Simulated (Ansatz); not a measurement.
Predict the output of the script below (the Python package of Ansatz (0.2.0)).

`torsion_cl2geh2o.py`:
```python
'''Rigid torsion scan of Cl2GeH2O.'''

import warnings

import ansatz as az
from ase import Atoms

warnings.simplefilter('ignore', az.DeckWarning)

atoms = Atoms(['O', 'Ge', 'Cl', 'Cl', 'H', 'H'], positions=[
    (0.3279, 1.0682, -0.9229),
    (0.069, -0.2023, 0.2622),
    (1.9775, -1.017, 0.7622),
    (-1.0953, -1.7486, -0.5848),
    (-0.6338, 1.4538, -1.1),
    (-0.6032, 0.3819, 1.5371),
])

# relax first, so that the scan starts from a minimum
first = az.Crystal.molecule_from_ase(atoms).calculation()
first = first.basis(gaussian='def2-SVP')
first = first.functional('r2scan0').relax(force_tolerance=0.02, max_steps=80)
atoms.positions = first.run(threads=1).report['positions_ang']

start = atoms.get_dihedral(2, 1, 0, 4)
energies = {}
for turn in range(0, 360, 40):
    turned = atoms.copy()
    turned.set_dihedral(2, 1, 0, 4, start + turn, indices=[0, 4])
    job = (
        az.Crystal.molecule_from_ase(turned).calculation()
        .basis(gaussian='def2-SVP')
        .functional('r2scan0')
    )
    energies[round((start + turn) % 360)] = job.run(threads=1).report['free_energy_ev']
floor = min(energies.values())
print('dihedral Cl2-Ge1-O0-H4 (deg)   E - E(min) (kcal/mol)')
for angle, e in sorted(energies.items()):
    print(f'{angle:8d} {23.060548 * (e - floor):14.3f}  ' + '#' * int(30 * (e - floor) / max(max(energies.values()) - floor, 1e-9)))
```

`python torsion_cl2geh2o.py` gives:
```text
dihedral Cl2-Ge1-O0-H4 (deg)   E - E(min) (kcal/mol)
      19          0.693  ######
      59          0.000
      99          0.716  ######
     139          2.153  ###################
     179          3.065  ###########################
     219          3.339  ##############################
     259          3.332  #############################
     299          3.046  ###########################
     339          2.124  ###################
```

Reading the output:
- These settings explore the input space; basis and method may be short of convergence.
- The scan is rigid and the energies are electronic, in a modest basis. With rigid groups the curve can differ much from the relaxed path, the start wasn't checked as a minimum of this torsion, and equivalent turns needn't return to the same energy.
- The whole script took 3.2 min on 1 thread of Arm Neoverse V2, on a shared host, peak memory 0.3 GiB.

(Lines on the test bed's own set-up are left out of the output.)
